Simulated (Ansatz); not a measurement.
# Vanadium, dhcp under m-r²SCAN: ground state and equation of state

What does m-r²SCAN give for vanadium in the dhcp structure? We relax it, solve it on a dense k-mesh, then scale the cell to 7 volumes from 88 to 112 % of the relaxed one and try a fit of the equation of state. The start is ferromagnetic. The k-meshes are 13×13×4 for the relaxation; 18×18×5 for the dense run; 15×15×4 for the volumes.

Program: Ansatz 0.2.0. Level of theory: DFT m-r2SCAN, plane waves (500 eV) with PAW, scalar-relativistic; PBE-made PAW files; m-r²SCAN is r²SCAN on the gauge-invariant kinetic-energy density. These are calculated values, not measurements.

### 1 The starting structure

Symmetry: P6_3/mmc, No. 194, hexagonal system. The conventional cell has a = 2.694 Å, b = 2.694 Å, c = 8.799 Å, α = 90.00°, β = 90.00°, γ = 120.00°. V (site symmetry -3m) is surrounded by 12 V at 2.69 Å. V (site symmetry -6m2) is surrounded by 12 V at 2.69 Å.

Structure file:

```
CELL_PARAMETERS angstrom
2.69407 0.00000 0.00000
-1.34704 2.33314 0.00000
0.00000 0.00000 8.79885
ATOMIC_POSITIONS crystal
V 0.00000 0.00000 0.00000
V 0.00000 0.00000 0.50000
V 0.33333 0.66667 0.25000
V 0.66667 0.33333 0.75000
```

The atoms start with moments of +1 ×4 μB.

### 2 Relaxing cell and atoms

File input.yaml:

```yaml
crystal:
  lattice:
    - [2.6940739632, 0.0, 0.0]
    - [-1.3470369816, 2.3331364918, 0.0]
    - [0.0, 0.0, 8.7988455638]
  atoms:
    - { symbol: V, position: [0.0, 0.0, 0.0], spin: 1.0 }
    - { symbol: V, position: [0.0, 0.0, 0.5], spin: 1.0 }
    - { symbol: V, position: [0.3333333333, 0.6666666667, 0.25], spin: 1.0 }
    - { symbol: V, position: [0.6666666667, 0.3333333333, 0.75], spin: 1.0 }
hamiltonian:
  xc: mr2scan
  pseudopotentials:
    kind: paw
    azcp:
      V: "pseudopotentials/V.paw.azcp"
basis:
  ecutwfc: 500
  fft_grid_basis: typed
kpoints:
  mp_grid: { grid: [13, 13, 4], shift: [0, 0, 0] }
magnetization:
  spin_polarized: true
scf:
  occupations: { method: fermi_dirac, width: 0.05 }
relax:
  max_steps: 60
  f_tol: 0.01
  cell: {}
```

Command:

```console
$ ansatz run input.yaml --threads 2 --pin off --max-ram 6144MiB --backend cpu --events-out ev --progress --plain --runs-dir out
```

The runs that follow: The energy on a finer k-mesh; The cell scaled to 88 % of its volume; The cell scaled to 92 % of its volume; The cell scaled to 96 % of its volume; The cell scaled to 100 % of its volume; The cell scaled to 104 % of its volume; The cell scaled to 108 % of its volume; The cell scaled to 112 % of its volume.

Before running it: what results should come out? Wanted: space group; conventional cell; volume; shortest distance; gap on the mesh; magnetic state; relative to bcc; V₀, B₀, B₀′.

As calculated:

| quantity | value |
| --- | --- |
| space group (spins left aside) | P6_3/mmc (No. 194) |
| conventional cell | a = 2.627 Å, c = 9.143 Å (c/a = 3.480) |
| volume | 13.665 Å³/atom |
| shortest distance | 2.627 Å |
| gap on the mesh | none (levels filled in part) |
| magnetic state | non-magnetic |
| relative to bcc | +243 meV/atom |
| V₀, B₀, B₀′ | 13.660 Å³/atom, 187 GPa, 3.8 |

In words: From the guessed start the volume shrank by 1.2 % in 7 steps. It lies 243 meV/atom above the element's reference form at the same level (bcc, from a run of its own), so it is far from stable. The moments die out: the run ends non-magnetic. Levels at the Fermi energy are filled in part, as in a metal. The fitted modulus is 187 GPa; letting shape and positions relax at each volume could only lower it. Relaxation kept the symmetry; phonons were not checked.
